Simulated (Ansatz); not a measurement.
# C2H6ClFHfOSe: the cost of one run

Computed with Ansatz 0.2.0, Gaussian basis. Level: the settings change from run to run.

## Step 1: The geometry

The geometry comes from an earlier relaxation with PBE0-D4 in a triple-zeta def2 set; it is a stationary point, not always the lowest conformer. Hf takes a core potential in def2 sets; no spin-orbit term is included.

SMILES `C[O][Hf]([F])([Cl])[Se]C`, 13 atoms, charge 0, spin multiplicity 1.

Atoms are counted from 1 here; the program's logs count them from 0.

Bond lengths: C1–O2 1.393 Å, C1–H8 1.094 Å, C1–H9 1.093 Å, C1–H10 1.094 Å, O2–Hf3 1.885 Å, Hf3–F4 1.905 Å, Hf3–Cl5 2.352 Å, Hf3–Se6 2.568 Å, Se6–C7 1.975 Å, C7–H11 1.089 Å, C7–H12 1.088 Å, C7–H13 1.088 Å. Angles: O2–C1–H8 110.2°, O2–C1–H9 110.1°, O2–C1–H10 110.1°, H8–C1–H9 108.8°, H8–C1–H10 108.9°, H9–C1–H10 108.7°, C1–O2–Hf3 176.6°, O2–Hf3–F4 107.1°, O2–Hf3–Cl5 111.7°, O2–Hf3–Se6 107.9°, F4–Hf3–Cl5 113.6°, F4–Hf3–Se6 107.3°, Cl5–Hf3–Se6 109.0°, Hf3–Se6–C7 94.0°, Se6–C7–H11 111.2°, Se6–C7–H12 106.2°, Se6–C7–H13 110.0°, H11–C7–H12 109.0° and more.

## Step 2: CAM-B3LYP/def2-SVPD

Set apart from the defaults: multiplicity 3, D4 dispersion, the search for lower states set to light.

The input, in.yaml:

```yaml
crystal:
  periodic: [false, false, false]
  atoms:
    - {symbol: C, position_ang: [1.586907, -0.362164, 1.807025]}
    - {symbol: O, position_ang: [1.239248, 0.182329, 0.572598]}
    - {symbol: Hf, position_ang: [0.679211, 0.965624, -1.048377]}
    - {symbol: F, position_ang: [0.981737, -0.316743, -2.424226]}
    - {symbol: Cl, position_ang: [1.746079, 3.026137, -1.430801]}
    - {symbol: Se, position_ang: [-1.855564, 1.350010, -0.905778]}
    - {symbol: C, position_ang: [-2.280112, -0.573183, -0.764706]}
    - {symbol: H, position_ang: [1.811416, -1.427048, 1.699825]}
    - {symbol: H, position_ang: [2.469354, 0.145082, 2.206384]}
    - {symbol: H, position_ang: [0.762944, -0.243216, 2.516335]}
    - {symbol: H, position_ang: [-1.738886, -1.150767, -1.512098]}
    - {symbol: H, position_ang: [-3.347965, -0.663709, -0.952944]}
    - {symbol: H, position_ang: [-2.054368, -0.932362, 0.236754]}
basis:
  gaussian: {orbitals: def2-SVPD}
magnetization: {spin_polarized: true, initial_magnetization: 2}
hamiltonian: {xc: {name: CAM-B3LYP}, dispersion: d4}
scf: {lower_state_search: light}
```

Started as:

```bash
$ ansatz run in.yaml --threads 2 --pin off --events-out ev --progress --plain --max-ram 22528MiB --backend cpu
```

Q: Estimate wall time and peak memory on 2 threads of AMD EPYC 7R13, shared host.

About 76 s, with a peak of 2.9 GiB.
